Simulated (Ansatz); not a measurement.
# B2H6Si2: the cost of one run

Method: the settings change from run to run; program: Ansatz 0.2.0, Gaussian basis.

## (1) The relaxed structure

An earlier PBE0-D4 in a triple-zeta def2 set relaxation fixed the geometry.

SMILES `[SiH3]B1B[SiH2]1`, 10 atoms, charge 0, spin multiplicity 1.

Atoms are counted from 1 here; the program's logs count them from 0.

Bond lengths: Si1–B2 1.975 Å, Si1–H5 1.488 Å, Si1–H6 1.488 Å, Si1–H7 1.489 Å, B2–B3 1.494 Å, B2–Si4 1.918 Å, B3–Si4 2.153 Å, B3–H8 1.180 Å, Si4–H9 1.485 Å, Si4–H10 1.485 Å. Angles: B2–Si1–H5 110.3°, B2–Si1–H6 110.3°, B2–Si1–H7 112.0°, H5–Si1–H6 108.3°, H5–Si1–H7 107.9°, H6–Si1–H7 107.9°, Si1–B2–B3 167.7°, Si1–B2–Si4 115.1°, B3–B2–Si4 77.2°, B2–B3–Si4 60.3°, B2–B3–H8 171.7°, Si4–B3–H8 111.4°, B2–Si4–B3 42.6°, B2–Si4–H9 117.0°, B2–Si4–H10 134.5°, B3–Si4–H9 159.5°, B3–Si4–H10 92.0°, H9–Si4–H10 108.5°.

## (2) B3LYP5/def2-SVPD

Set apart from the defaults: unrestricted orbitals, high accuracy.

Contents of in.yaml:

```yaml
crystal:
  periodic: [false, false, false]
  atoms:
    - {symbol: Si, position_ang: [-1.267091, 1.070151, -0.762586]}
    - {symbol: B, position_ang: [-0.359864, -0.547522, -0.083896]}
    - {symbol: B, position_ang: [0.062214, -1.919774, 0.327812]}
    - {symbol: Si, position_ang: [1.376451, -0.249878, 0.674603]}
    - {symbol: H, position_ang: [-1.566207, 0.925113, -2.213262]}
    - {symbol: H, position_ang: [-2.550857, 1.283823, -0.040538]}
    - {symbol: H, position_ang: [-0.433967, 2.291465, -0.586596]}
    - {symbol: H, position_ang: [0.539275, -2.929684, 0.708976]}
    - {symbol: H, position_ang: [1.876657, 1.148152, 0.684126]}
    - {symbol: H, position_ang: [2.406291, -1.122946, 1.294163]}
basis:
  gaussian: {orbitals: def2-SVPD}
magnetization: {spin_polarized: true, initial_magnetization: 0}
hamiltonian: {xc: {name: B3LYP5}}
accuracy: high
output: {forces: true}
```

The run is started by

```sh
$ ansatz run in.yaml --threads 2 --pin off --events-out ev --progress --plain --max-ram 4352MiB
```

**Question.** How long does this run take on 2 threads of Arm Neoverse N1, shared host, and how much memory does it need?

About 29 s, with a peak of 0.8 GiB.
